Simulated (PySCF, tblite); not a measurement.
# C₃H₆Cl₄Si: geometry, infrared bands and NMR shifts

Aim: predict the infrared bands and NMR shifts of C₃H₆Cl₄Si (`C[C@H](CCl)[Si](Cl)(Cl)Cl`).

The runs use tblite 0.8.0 and PySCF 2.14.0, with density-fitted response routines of our own; the level of theory stands in each step. All values are computed, except where a source is named. Atoms are numbered from 0 throughout.

**1. Starting geometry**

14 atoms, charge 0, multiplicity 1; geometry from: force field or distance geometry start.

Bonds of the start (Å): C0–C1 1.51, C1–C2 1.52, C2–Cl3 1.78, C1–Si4 1.86, Si4–Cl5 2.08, Si4–Cl6 2.09, Si4–Cl7 2.10, C0–H8 1.12, C0–H9 1.09, C0–H10 1.10, C1–H11 1.14, C2–H12 1.10, C2–H13 1.11.

**2. Geometry optimisation with GFN2-xTB**

What the job is given:

```
{"job": {"kind": "relax", "xc": "GFN2-xTB", "basis": "xTB"}, "charge": 0, "multiplicity": 1}
C      0.150600    -1.414100    -0.542700
C      0.032000    -0.195900     0.349500
C     -1.398800     0.297800     0.454400
Cl    -2.494800    -0.945200     1.099800
Si     1.210500     1.166900    -0.117700
Cl     1.942100     0.742200    -2.020600
Cl     2.783800     1.258700     1.256500
Cl     0.293400     3.051800    -0.102400
H     -0.890600    -1.791700    -0.712300
H      0.712800    -2.194200    -0.020600
H      0.571000    -1.114400    -1.519300
H      0.260700    -0.552400     1.409100
H     -1.446600     1.233000     1.040100
H     -1.726700     0.457100    -0.595900
```

On the command line:

```console
$ OMP_NUM_THREADS=1 python probes_run.py task.json out
```

This one command runs all jobs of the session in turn.

**Question.** This job is followed by: GFN2-xTB harmonic vibrations, gas phase; GIAO PBE0/pcSseg-1 NMR shielding, non-relativistic, gas phase. Predict these results of the whole session: strongest single infrared mode (GFN2-xTB); zero-point energy (GFN2-xTB); ¹³C shifts against TMS (PBE0/pcSseg-1); ¹H shifts against TMS (PBE0/pcSseg-1, means over atoms taken as alike); ³⁵Cl shifts against HCl (PBE0/pcSseg-1, means over atoms taken as alike); ²⁹Si shifts against TMS (PBE0/pcSseg-1); surface potential, 1st and 99th percentile.

As calculated:

| quantity | value |
| --- | --- |
| strongest single infrared mode (GFN2-xTB) | 520 cm⁻¹, 84 km/mol |
| zero-point energy (GFN2-xTB) | 55.7 kcal/mol |
| ¹³C shifts against TMS (PBE0/pcSseg-1) | 52.2, 41.4, 12.9 ppm |
| ¹H shifts against TMS (PBE0/pcSseg-1, means over atoms taken as alike) | 3.93, 3.28, 1.48, 1.30 ppm |
| ³⁵Cl shifts against HCl (PBE0/pcSseg-1, means over atoms taken as alike) | 116, 90 ppm |
| ²⁹Si shifts against TMS (PBE0/pcSseg-1) | 27.9 ppm |
| surface potential, 1st and 99th percentile | -0.57 V and 1.12 V |

The optimisation took 120 steps and gained 0.539 eV; among the close pairs (by a distance rule), Si4–Cl6 changed most, from 2.091 to 2.017 Å. All 36 modes are real, so the xTB geometry is a minimum. The strongest single mode, at 520 cm⁻¹, moves mainly Si4. GFN2-xTB is a fitted tight-binding method: band positions and strengths are rough. Its intensities can rank the bands wrongly. At PBE0/pcSseg-1: The largest span, 426 ppm, is at Cl3, where the paramagnetic term is -287 ppm.
